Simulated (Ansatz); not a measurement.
**InP: the crystal squeezed far**

The task here is to estimate one member of a computed series from the others.

Computed with Ansatz 0.2.0 (DFT r²SCAN, with the methods named in each step, unless a step's input says otherwise).

### Starting point

Symmetry: F-43m, No. 216, cubic system. Conventional cell: a = 5.937 Å, b = 5.937 Å, c = 5.937 Å, α = 90.00°, β = 90.00°, γ = 90.00°. In (site symmetry -43m) is surrounded by 4 P at 2.57 Å. Around P (site symmetry -43m) lie 4 In at 2.57 Å.

Coordinates:

```cif
data_structure
_symmetry_space_group_name_H-M 'P 1'
_symmetry_Int_Tables_number 1
_cell_length_a 4.1981
_cell_length_b 4.1981
_cell_length_c 4.1981
_cell_angle_alpha 60.000
_cell_angle_beta 60.000
_cell_angle_gamma 60.000
_cell_volume 52.32
loop_
_atom_site_label
_atom_site_type_symbol
_atom_site_fract_x
_atom_site_fract_y
_atom_site_fract_z
_atom_site_occupancy
In1 In 0.00000 0.00000 0.00000 1
P1 P 0.25000 0.25000 0.25000 1
```

Whether this phase is the stable one at these pressures isn't tested.

Atoms are numbered in the order of the input: In1, P2.

The first run:

The input, input.yaml:

```yaml
crystal:
  lattice:
    - [0.0, 2.9685087443, 2.9685087443]
    - [2.9685087443, 0.0, 2.9685087443]
    - [2.9685087443, 2.9685087443, 0.0]
  atoms:
    - { symbol: In, position: [0.0, 0.0, 0.0] }
    - { symbol: P, position: [0.25, 0.25, 0.25] }
kpoints:
  mp_grid: { grid: [12, 12, 12] }
scf:
  occupations: { method: fermi_dirac, width: 0.08 }
hamiltonian:
  xc: r2scan
  pseudopotentials: { kind: paw }
output:
  forces: true
  stress: true
relax:
  f_tol: 0.005
  max_steps: 40
  cell: {}
```

Started as:

```sh
> ansatz run input.yaml --threads 1 --pin off --max-ram 2048MiB --backend cpu --events-out ev --progress --plain --runs-dir out
```

Among the steps run: Cell relaxed at zero pressure, PAW; Volume scaled by 1, PAW; Volume scaled by 0.94, PAW; Volume scaled by 0.88, PAW; Volume scaled by 0.8, PAW; Volume scaled by 0.72, PAW; Volume scaled by 0.64, PAW; Volume scaled by 0.55, PAW; Volume scaled by 0.55, PAW (core large).

One table of the session follows, with a row left open; its other results are not shown here.

 The rows PAW, 0.55 and PAW (core large), 0.55 agree to the last digit and may rest on the same set-up.

```
          method  volume over the first  volume (Å³/atom)  pressure (GPa)  gap on the k mesh (eV)
             PAW                      1            25.767           -0.01                    1.03
             PAW                   0.94            24.221            4.85                    1.39
             PAW                   0.88            22.675           11.62                    1.76
             PAW                    0.8            20.614           25.02                    1.61
             PAW                   0.72                 ?               ?                       ?
             PAW                   0.64            16.491           80.78                    0.98
             PAW                   0.55            14.172          148.73                    0.48
PAW (core large)                   0.55            14.172          148.73                    0.48
```

Estimate the missing values for PAW, 0.72.

The run gave: volume (Å³/atom): 18.553; pressure (GPa): 46.26; gap on the k mesh (eV): 1.33. In the column «volume (Å³/atom)» it lies between PAW, 0.64 (16.491) and PAW, 0.8 (20.614).

Caveats from the session: Warnings in the runs' records: datasets by core.
